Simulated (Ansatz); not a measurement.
**InH2+ (singlet): the correlation ladder at distance In1–H2 = 4.550 Å, def2-TZVPP**

Aim: climb from Hartree-Fock through coupled cluster and multireference methods for InH2+ (singlet) at one geometry and basis, and see what each rung misses.

Program: Ansatz 0.2.0, Gaussian basis. Level of theory: def2-TZVPP, core rule «outside noble gas», up to 9 orbitals frozen. These are calculated values, not measurements.

To be run: UHF; CCSD(T) on RHF; CCSD(T) on UHF; BCCD(T) on RHF; CCSDT(Q) on RHF; CCSDT(Q) on UHF; CASSCF and NEVPT2, 2 electrons in 2 orbitals; CASSCF and MRCISD+Q, 4 electrons in 6 orbitals; CASSCF and NEVPT2, 4 electrons in 6 orbitals; Full CI.

31 further runs of the same task are left out: 12 for a known fault of the program, 1 for a mislabelled method, 14 that didn't finish, 4 set aside as unsound or not needed.

## Step 1: The geometry

The geometry derives from a PBE0/def2-TZVP stationary point (not a proven minimum). One bond is set to the value named and the two fragments are kept rigid. No spin-orbit coupling is included. Elements past krypton take def2 core potentials.

3 atoms, charge 1, spin multiplicity 1.

Atoms are counted from 1 here; the program's logs count them from 0.

Bond lengths: In1–H3 1.665 Å.

## Step 2: UHF

Input file in.yaml:

```yaml
crystal:
  periodic: [false, false, false]
  atoms:
    - {symbol: In, position_ang: [0.000000, 0.000000, 0.961533]}
    - {symbol: H, position_ang: [0.000000, 0.000000, -3.588467]}
    - {symbol: H, position_ang: [0.000000, 0.000000, 2.626933]}
basis:
  gaussian: {orbitals: def2-TZVPP}
total_charge: 1
magnetization: {spin_polarized: true, initial_magnetization: 0}
hamiltonian: {xc: hf}
output: {orbitals: {seedname: orbitals}}
```

The run is started by

```console
ansatz run in.yaml --threads 1 --pin off --events-out ev --progress --plain --max-ram 2393MiB
```

Further steps of the session: CCSD(T) on RHF; CCSD(T) on UHF; BCCD(T) on RHF; CCSDT(Q) on RHF; CCSDT(Q) on UHF; CASSCF and NEVPT2, 2 electrons in 2 orbitals; CASSCF and MRCISD+Q, 4 electrons in 6 orbitals; CASSCF and NEVPT2, 4 electrons in 6 orbitals; Full CI.

Before running them: what should the planned runs give, taken together? Wanted: FCI below the RHF energy; RMP2 from FCI; RCCSD from FCI; RCCSD(T) from FCI; RCCSDT(Q) from FCI; NEVPT2 pair from FCI; NEVPT2 valence from FCI; MRCISD+Q valence from FCI; T1 diagnostic.

**Answer**, as computed:

| quantity | value |
| --- | --- |
| FCI below the RHF energy | -5.0178 eV |
| RMP2 from FCI | +1759.7 meV |
| RCCSD from FCI | +205.7 meV |
| RCCSD(T) from FCI | -115.4 meV |
| RCCSDT(Q) from FCI | +10.0 meV |
| NEVPT2 pair from FCI | +322.2 meV |
| NEVPT2 valence from FCI | +106.5 meV |
| MRCISD+Q valence from FCI | -12.5 meV |
| levels within 1 kcal/mol (43 meV) | RCCSDT, RCCSDT(Q), MRCISD valence, MRCISD+Q valence |
| T1 diagnostic | 0.131 |
| effectively unpaired electrons | 1.99 |

What this shows: RCCSD(T) lands -115.4 meV from the yardstick (2.3 % of the correlation energy). RCCSD(T), BCCD(T), RCCSDT, MRCISD valence, MRCISD+Q valence fall below full CI, which methods that aren't variational can do. The occupations show strong static correlation (2.0 unpaired electrons where one determinant has 0). Coupled cluster on one determinant still stays close here. Of the multireference levels listed MRCISD+Q valence comes nearest in total energy (-12.5 meV), which doesn't show that its space is the better one. These misses are within one basis, not against nature.
